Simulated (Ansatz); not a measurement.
# YLuO: the cost of one run

Method: DFT PBE, scalar-relativistic, plane waves, PAW, unless a step names another level, in Ansatz 0.2.0.

## (1) The system as given

It takes space group P-3m1 (No. 164, trigonal). The conventional cell has a = 3.646 Å, b = 3.646 Å, c = 11.980 Å, α = 90.00°, β = 90.00°, γ = 120.00°. Y (site symmetry 3m) has 9 Y at 3.58 to 3.65 Å and 1 O at 3.63 Å and 3 Lu at 3.73 Å as nearest neighbours. Lu (site symmetry 3m) is surrounded by 4 O at 2.17 to 2.37 Å. Around O (site symmetry 3m) lie 4 Lu at 2.17 to 2.37 Å.

As a file:

```xyz
6
Lattice="3.6459 0.0000 0.0000 -1.8229 3.1574 0.0000 0.0000 0.0000 11.9801" Properties=species:S:1:pos:R:3 pbc="T T T"
Y     1.8229    1.0525    4.5420
Y     0.0000    2.1050    7.4381
Lu    0.0000    2.1050    1.4568
Lu    1.8229    1.0525   10.5233
O     1.8229    1.0525    0.9144
O     0.0000    2.1050   11.0657
```

It came out lowest among 30 distinct ends of the trial cells. At a tolerance of 0.05 Å it has space group P-3m1 (No. 164).

## (2) A stricter relaxation, on the response runs' mesh and smearing

input.yaml reads:

```yaml
crystal:
  lattice:
    - [3.6458981064, 0.0, 0.0]
    - [-1.8229490532, 3.1574403798, 0.0]
    - [0.0, 0.0, 11.9800707173]
  atoms:
    - { symbol: "Y", position: [0.6666666667, 0.3333333333, 0.3791279337] }
    - { symbol: "Y", position: [0.3333333333, 0.6666666667, 0.6208720663] }
    - { symbol: Lu, position: [0.3333333333, 0.6666666667, 0.1216027612] }
    - { symbol: Lu, position: [0.6666666667, 0.3333333333, 0.8783972388] }
    - { symbol: O, position: [0.6666666667, 0.3333333333, 0.0763234347] }
    - { symbol: O, position: [0.3333333333, 0.6666666667, 0.9236765653] }
basis:
  ecutwfc: 420
kpoints:
  mp_grid: { grid: [12, 12, 4] }
hamiltonian:
  xc: pbe
scf:
  occupations: { method: gaussian, width: 0.1 }
output:
  forces: true
  stress: true
  eigenvalues: true
relax:
  adjacent_minimum: "off"
  f_tol: 0.001
  max_steps: 60
  cell: { stress_tol: 0.01 }
```

On the command line:

```
$ ansatz run input.yaml --threads 3 --pin off --max-ram 7680MiB --backend cpu --events-out ev --progress --plain --runs-dir out
```

What time and memory should one allow on 3 threads of Intel Xeon at 2.70GHz, shared host?

About 2.2 min, with a peak of 0.76 GiB.
